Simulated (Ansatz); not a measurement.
**CH₃GaO: ionisation energy by level of theory**

Aim: the vertical ionisation energy of CH₃GaO, as cation minus neutral at the neutral's geometry, on several levels, and how well −ε(HOMO) stands in for it.

Method: unrestricted cation, the program's frozen cores in correlated methods; program: Ansatz 0.2.0, Gaussian basis.

The runs, in order: UKS PBE-D4/def2-TZVPP; UKS r2SCAN-D4/def2-TZVPP; UKS PBE0-D4/def2-TZVPP; UKS B3LYP-D4/def2-TZVPP; UKS wB97X-V/def2-TZVPP; UKS wB97M-V/def2-TZVPP; UKS B2PLYP/def2-TZVPP; UHF-CCSD(T)/def2-TZVPP; UHF-MP2/def2-QZVPP; extrapolation to the limit; then −ε(HOMO) from the neutral's earlier runs with LDA (SPW92), PBE-D4, revPBE-D4, BLYP-D4, r2SCAN-D4, B97M-V, PBE0-D4, B3LYP-D4, r2SCANh-D4, r2SCAN0-D4, HSE06-D4, BHLYP-D4, CAM-B3LYP-D4, LC-ωPBE, ωB97X-V, ωB97M-V.

## (1) Structure used throughout

The geometry comes from an earlier relaxation with PBE0-D4 in a triple-zeta def2 set; it is a stationary point.

SMILES `O=[CH][GaH2]`, 6 atoms, charge 0, spin multiplicity 1.

Atoms are counted from 1 here; the program's logs count them from 0.

Bond lengths: O1–C2 1.210 Å, C2–Ga3 2.014 Å, C2–H4 1.116 Å, Ga3–H5 1.566 Å, Ga3–H6 1.566 Å. Angles: O1–C2–Ga3 111.7°, O1–C2–H4 119.0°, Ga3–C2–H4 129.3°, C2–Ga3–H5 118.4°, C2–Ga3–H6 118.4°, H5–Ga3–H6 122.4°.

## (2) Cation, UKS PBE-D4/def2-TZVPP

in.yaml

```yaml
crystal:
  periodic: [false, false, false]
  atoms:
    - {symbol: O, position_ang: [0.129496, -1.671103, 0.763385]}
    - {symbol: C, position_ang: [-0.434045, -0.980321, -0.055209]}
    - {symbol: Ga, position_ang: [0.300828, 0.894314, -0.077760]}
    - {symbol: H, position_ang: [-1.249400, -1.427717, -0.671383]}
    - {symbol: H, position_ang: [1.567469, 1.188411, -0.950378]}
    - {symbol: H, position_ang: [-0.272348, 1.932315, 0.945145]}
basis:
  gaussian: {orbitals: def2-TZVPP}
total_charge: 1
magnetization: {spin_polarized: true, initial_magnetization: 1}
hamiltonian: {xc: pbe, dispersion: d4}
```

Launch:

```bash
> ansatz run in.yaml --threads 2 --pin off --events-out ev --progress --plain --max-ram 4352MiB
```

The runs that follow: Cation, UKS r2SCAN-D4/def2-TZVPP; Cation, UKS PBE0-D4/def2-TZVPP; Cation, UKS B3LYP-D4/def2-TZVPP; Cation, UKS wB97X-V/def2-TZVPP; Cation, UKS wB97M-V/def2-TZVPP; Cation, UKS B2PLYP (frozen core)/def2-TZVPP; Cation, UHF-CCSD(T)/def2-TZVPP; Cation, UHF-MP2/def2-QZVPP.

Q: Predict the results of all the runs planned. Wanted: ionisation energy, CCSD(T)/CBS; nearest functional by difference; nearest −ε(HOMO); −ε(HOMO) of PBE; T1 of the cation.

As calculated:

```
                        quantity                value
  ionisation energy, CCSD(T)/CBS              9.22 eV
nearest functional by difference  B3LYP-D4 (-0.15 eV)
                nearest −ε(HOMO)   LC-ωPBE (+0.07 eV)
                 −ε(HOMO) of PBE              5.37 eV
                T1 of the cation                0.036
```

Energy differences with functionals land within 0.37 eV of the reference. The PBE orbital energy is 3.9 eV too small: a semilocal HOMO is no ionisation energy. Among orbital estimates LC-ωPBE comes nearest. Hartree-Fock falls 1.16 eV short, as the neutral has more correlation energy than the cation. The cation's T1 (from the report) is 0.036, near the customary mark of 0.045 for open shells, so the coupled-cluster value is less safe. Correlated methods include outer-core shells of Ga, which these sets cover unevenly. With outer-core shells in play the reference is unsure by up to some tenths of an eV, so close misses can't be ranked.
